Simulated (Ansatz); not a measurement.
# C3H10OSi: a ladder of functionals and wavefunction methods

One table from this session's results is given with a row withheld; the runs are named, their logs left out.

Program: Ansatz 0.2.0, Gaussian basis. Level of theory: functionals in def2-TZVPP, the program's frozen cores in correlated methods. These are calculated values, not measurements.

Levels to be run: LDA (SPW92), PBE-D4, revPBE-D4, BLYP-D4, r2SCAN-D4, B97M-V, PBE0-D4, B3LYP-D4, r2SCANh-D4, r2SCAN0-D4, HSE06-D4, BHLYP-D4, CAM-B3LYP-D4, LC-ωPBE, ωB97X-V, ωB97M-V, B2PLYP, PBE-QIDH; CCSD(T)/def2-SVP; CCSD(T)/def2-TZVPP; MP2/def2-QZVPP; extrapolation to the limit; RPA on PBE.

## The relaxed structure

The geometry comes from an earlier relaxation with PBE0-D4 in a triple-zeta def2 set; it is a stationary point, not always the lowest conformer.

SMILES `CC[SiH2]CO`, 15 atoms, charge 0, spin multiplicity 1.

Atoms are counted from 1 here; the program's logs count them from 0.

Bond lengths: C1–C2 1.526 Å, C1–H6 1.094 Å, C1–H7 1.093 Å, C1–H8 1.093 Å, C2–Si3 1.880 Å, C2–H9 1.096 Å, C2–H10 1.095 Å, Si3–C4 1.895 Å, Si3–H11 1.493 Å, Si3–H12 1.489 Å, C4–O5 1.425 Å, C4–H13 1.100 Å, C4–H14 1.093 Å, O5–H15 0.960 Å. Angles: C2–C1–H6 111.9°, C2–C1–H7 111.3°, C2–C1–H8 111.7°, H6–C1–H7 106.9°, H6–C1–H8 107.2°, H7–C1–H8 107.5°, C1–C2–Si3 113.9°, C1–C2–H9 110.7°, C1–C2–H10 110.3°, Si3–C2–H9 108.4°, Si3–C2–H10 107.9°, H9–C2–H10 105.3°, C2–Si3–C4 109.8°, C2–Si3–H11 109.9°, C2–Si3–H12 109.8°, C4–Si3–H11 108.8°, C4–Si3–H12 109.8°, H11–Si3–H12 108.8° and more.

Geometry (Å):

```xyz
15
charge 0, multiplicity 1
C    -1.5849   -0.4768   -0.8320
C    -0.1504   -0.9982   -0.8127
Si    0.7773   -0.6157    0.7771
C     0.8310    1.2579    1.0521
O     1.3497    1.9604   -0.0738
H    -1.6256    0.6112   -0.7249
H    -2.1727   -0.8993   -0.0130
H    -2.0943   -0.7284   -1.7656
H     0.4212   -0.5896   -1.6544
H    -0.1389   -2.0838   -0.9563
H     0.0823   -1.2520    1.9351
H     2.1631   -1.1536    0.6954
H    -0.1579    1.6412    1.3424
H     1.4990    1.4857    1.8872
H     0.7793    1.7904   -0.8272
```

Set-up of the first run:

in.yaml reads:

```yaml
crystal:
  periodic: [false, false, false]
  atoms:
    - {symbol: C, position_ang: [-1.584893, -0.476814, -0.832009]}
    - {symbol: C, position_ang: [-0.150380, -0.998225, -0.812662]}
    - {symbol: Si, position_ang: [0.777253, -0.615743, 0.777100]}
    - {symbol: C, position_ang: [0.831038, 1.257948, 1.052119]}
    - {symbol: O, position_ang: [1.349675, 1.960424, -0.073812]}
    - {symbol: H, position_ang: [-1.625598, 0.611173, -0.724872]}
    - {symbol: H, position_ang: [-2.172671, -0.899285, -0.013010]}
    - {symbol: H, position_ang: [-2.094347, -0.728429, -1.765595]}
    - {symbol: H, position_ang: [0.421203, -0.589595, -1.654367]}
    - {symbol: H, position_ang: [-0.138916, -2.083817, -0.956329]}
    - {symbol: H, position_ang: [0.082315, -1.251986, 1.935134]}
    - {symbol: H, position_ang: [2.163121, -1.153649, 0.695435]}
    - {symbol: H, position_ang: [-0.157862, 1.641249, 1.342355]}
    - {symbol: H, position_ang: [1.498955, 1.485675, 1.887160]}
    - {symbol: H, position_ang: [0.779304, 1.790376, -0.827247]}
basis:
  gaussian: {orbitals: def2-TZVPP}
hamiltonian: {xc: lda}
output: {orbitals: {seedname: orbitals}}
```

Run with:

```sh
$ ansatz run in.yaml --threads 4 --pin off --events-out ev --progress --plain --max-ram 10444MiB
```

Steps of the session up to this table: LDA; PBE-D4 (GGA); revPBE-D4 (GGA); BLYP-D4 (GGA); r2SCAN-D4 (meta-GGA); B97M-V (meta-GGA); B3LYP-D4 (hybrid); r2SCANh-D4 (hybrid); r2SCAN0-D4 (hybrid); HSE06-D4 (hybrid); BHLYP-D4 (hybrid); CAM-B3LYP-D4 (range-separated); LC-ωPBE (range-separated); ωB97X-V (range-separated); ωB97M-V (range-separated); B2PLYP (double hybrid); PBE-QIDH (double hybrid).

One of the session's tables, all rows but one given; the rest of the session is left out.

It belongs to the step «Orbital energies across the functionals». 

| functional | HOMO (eV) | LUMO (eV) | gap (eV) |
| --- | --- | --- | --- |
| LDA (SPW92) | -6.00 | -0.71 | 5.28 |
| PBE-D4 | -5.86 | -0.47 | 5.40 |
| revPBE-D4 | -5.80 | -0.33 | 5.47 |
| BLYP-D4 | -5.78 | -0.43 | 5.36 |
| r2SCAN-D4 | -6.16 | 0.08 | 6.24 |
| B97M-V | -6.33 | -0.32 | 6.00 |
| PBE0-D4 | -7.36 | 0.41 | 7.77 |
| B3LYP-D4 | -7.15 | 0.09 | 7.24 |
| r2SCANh-D4 | -6.73 | 0.36 | 7.08 |
| r2SCAN0-D4 | ? | ? | ? |
| HSE06-D4 | -6.96 | 0.03 | 6.99 |
| BHLYP-D4 | -8.80 | 1.11 | 9.91 |
| CAM-B3LYP-D4 | -8.81 | 1.24 | 10.05 |
| LC-ωPBE | -10.12 | 2.56 | 12.68 |
| ωB97X-V | -9.80 | 2.33 | 12.13 |
| ωB97M-V | -9.71 | 1.94 | 11.65 |

Q: Estimate the row for r2SCAN0-D4 from the others.

Worked estimate for «HOMO (eV)». Against the share of exact exchange, r2SCAN-D4 (0, -6.16), r2SCANh-D4 (0.1, -6.73) give a slope of -5.70 per unit share; at 0.25 the line stands at -7.58.

**Answer.** HOMO (eV): -7.57; LUMO (eV): 0.75; gap (eV): 8.32. In «HOMO (eV)» the line misses by -0.01.
